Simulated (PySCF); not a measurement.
**How the numerical set-up moves the result for Ar**

The method stays; parts of the set-up, such as the basis or the Hamiltonian, are changed.

Program: PySCF 2.14.0. Level of theory: method and basis as typed in the scripts. These are calculated values, not measurements.

1 further run of the same task is left out (it didn't finish).

**1. The atom**

Ar: 1 atom, charge 0, spin multiplicity 1.

**2. The run that the others are compared with**

Input file input.py:

```python
from pyscf import gto, scf, mp

mol = gto.M(
    atom='Ar 0 0 0',
    basis='def2-tzvp',
    charge=0,
    spin=0,
    symmetry=True,
    verbose=4,
)
mf = scf.RHF(mol)
mf = mf.density_fit(auxbasis='def2-universal-jkfit')
mf.kernel()
mp.MP2(mf).kernel()
mf.dip_moment()
print('orbital energies (hartree):', mf.mo_energy[..., max(0, mol.nelec[1]-3):mol.nelec[0]+3].round(4))
```

Run with:

```sh
> OMP_NUM_THREADS=1 python input.py
```

The log of this run is left out.

It gives: E(SCF) = -526.802765 Eh, 5 cycles, E(MP2) − E(SCF) = -0.30227 Eh.

**3. Density fitting weigend**

Run 1 changes density fitting: def2-universal-jkfit → weigend.

Input file input.py:

```python
from pyscf import gto, scf, mp

mol = gto.M(
    atom='Ar 0 0 0',
    basis='def2-tzvp',
    charge=0,
    spin=0,
    symmetry=True,
    verbose=4,
)
mf = scf.RHF(mol)
mf = mf.density_fit(auxbasis='weigend')
mf.kernel()
mp.MP2(mf).kernel()
mf.dip_moment()
print('orbital energies (hartree):', mf.mo_energy[..., max(0, mol.nelec[1]-3):mol.nelec[0]+3].round(4))
```

Run with:

```sh
> OMP_NUM_THREADS=1 python input.py
```

**4. Spin-free X2C on**

Run 2 changes spin-free X2C: off → on.

Changes to input.py since step 2:

```diff
@@ -11,2 +11,3 @@
 mf = scf.RHF(mol)
+mf = mf.sfx2c1e()
 mf = mf.density_fit(auxbasis='def2-universal-jkfit')
```

**5. Density fitting cc-pvdz-jkfit**

Run 3 changes density fitting: def2-universal-jkfit → cc-pvdz-jkfit.

Changes to input.py since step 2:

```diff
@@ -11,3 +11,3 @@
 mf = scf.RHF(mol)
-mf = mf.density_fit(auxbasis='def2-universal-jkfit')
+mf = mf.density_fit(auxbasis='cc-pvdz-jkfit')
 mf.kernel()
```

Q: Predict the outcome of this session. Wanted: for each run, E(SCF); from base; gap; after the SCF.

**Answer**, as computed:

```
                          run  E(SCF) (hartree)  from base (eV)  cycles  gap (eV)  functions              after the SCF
                         base       -526.802765               0       5     31.45         37  MP2 correlation -8.225 eV
      density fitting weigend       -524.472277        +63.4158       6     31.42         37  MP2 correlation -8.490 eV
             spin-free X2C on       -528.397837        -43.4041       5     31.42         37  MP2 correlation -8.224 eV
density fitting cc-pvdz-jkfit       -526.802759         +0.0001       5     31.45         37  MP2 correlation -8.312 eV
```

**Reading.** Of the runs whose energies can be compared, “density fitting weigend” moves the SCF energy most (+63.416 eV). Scalar relativity lowers the total energy by 43.40 eV, nearly all of it in the inner shells; a basis contracted without relativity catches only part of it.
